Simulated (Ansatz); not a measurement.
**SnH4 (SMILES [SnH4]) at BHLYP/STO-3G**

Aim: the electronic atomisation energy of SnH4 at BHLYP/STO-3G, from 3 runs. 

The results are computed with Ansatz 0.2.0.

32 further runs of the same task are left out: 3 that didn't finish, 29 set aside as unsound or not needed.

### 1 The structure to begin with

The species is SnH4 (5 atoms), meant as a singlet with charge 0. SMILES: `[SnH4]`. The shape is that of a PBE0-D4/def2-TZVP optimisation.

Bond lengths: Sn1–H2 1.704 Å, Sn1–H3 1.704 Å, Sn1–H4 1.704 Å, Sn1–H5 1.704 Å. Angles: H2–Sn1–H3 109.5°, H2–Sn1–H4 109.5°, H2–Sn1–H5 109.5°, H3–Sn1–H4 109.5°, H3–Sn1–H5 109.5°, H4–Sn1–H5 109.5°.

### 2 The energy at BHLYP/STO-3G

run.yaml reads:

```yaml
crystal:
  periodic: [false, false, false]
  atoms:
    - {symbol: Sn, position_ang: [0.000030, 0.000010, 0.000040]}
    - {symbol: H, position_ang: [0.823920, -0.853480, 1.222940]}
    - {symbol: H, position_ang: [-1.563610, 0.403420, 0.543140]}
    - {symbol: H, position_ang: [-0.116810, -0.974610, -1.392490]}
    - {symbol: H, position_ang: [0.856470, 1.424640, -0.373640]}
basis:
  gaussian: {orbitals: STO-3G}
total_charge: 0
hamiltonian: {xc: {name: BHLYP}}
accuracy: high
```

Run with:

```sh
ansatz run run.yaml --threads 1 --pin off --max-ram 3480MiB --events-out events.jsonl --progress --plain --runs-dir runs
```

Standard output:

```text
Warning: RAYON_NUM_THREADS=1 ignored (pool sized by the plan → 1); use --threads N
Functional definition: BHLYP
  name "BHLYP"
  parameter a = 0.5
  exchange = (1 - a)*b88_x + a*exact_x
  correlation = lyp_c
543 factors; integrals over basis functions are off by at most 4.9e-9 eV
mean field evaluation 1: about -162394.5943 eV, gradient 5.3e0 eV
mean field evaluation 2: about -162394.7534 eV, gradient 1.2e0 eV
mean field evaluation 4: about -162394.6960 eV, gradient 1.3e-1 eV
mean field evaluation 8: about -162394.6961 eV, gradient 7.2e-6 eV
mean field -162394.69607547 eV, -5967.8950056951 hartree, gradient 5.2e-8 eV, S^2 0.000000; 0 other end points of the search recorded, 0 dependent functions left out
reference -162394.69609306 eV, -5967.8950063415 hartree; 27, 27 occupied and 4, 4 virtual orbitals, 543 factors
Total energy: -162394.69609306 eV, -5967.8950063415 hartree
```

Wall time 1.3 s (1 thread of Arm Neoverse V2, shared host); peak memory 0.1 GiB.

### 3 The H atom at the same level

in.yaml reads:

```yaml
crystal:
  periodic: [false, false, false]
  atoms:
    - {symbol: H, position_ang: [0.000000, 0.000000, 0.000000]}
basis:
  gaussian:
    orbitals: STO-3G
magnetization:
  spin_polarized: true
  initial_magnetization: 1
hamiltonian:
  xc: {name: BHLYP}
accuracy: high
```

Run the same way, it converges to -0.46466 Eh (log not shown).

### 4 The Sn atom, same level

in.yaml reads:

```yaml
crystal:
  periodic: [false, false, false]
  atoms:
    - {symbol: Sn, position_ang: [0.000000, 0.000000, 0.000000]}
basis:
  gaussian: {orbitals: STO-3G}
magnetization: {spin_polarized: true, initial_magnetization: 2}
hamiltonian: {xc: {name: BHLYP}}
accuracy: high
```

Run the same way, it converges to -5965.37809 Eh (log not shown).

### 5 What came out

Level: BHLYP/STO-3G.

```
                     quantity           value
       molecule: total energy  -5967.89501 Eh
         H atom: total energy     -0.46466 Eh
                 H atom: ⟨S²⟩           0.750
        Sn atom: total energy  -5965.37809 Eh
                Sn atom: ⟨S²⟩           2.000
electronic atomisation energy       17.912 eV
```

In words: Taking the molecule apart into free atoms costs 17.91 eV (413 kcal/mol), before zero-point energy and without spin-orbit coupling. In a minimal basis such a difference can be off by several eV, whatever the method. Relativity is left out (molecule) although the molecule holds a heavy atom. Relativity is left out (Sn atom) although the molecule holds a heavy atom.
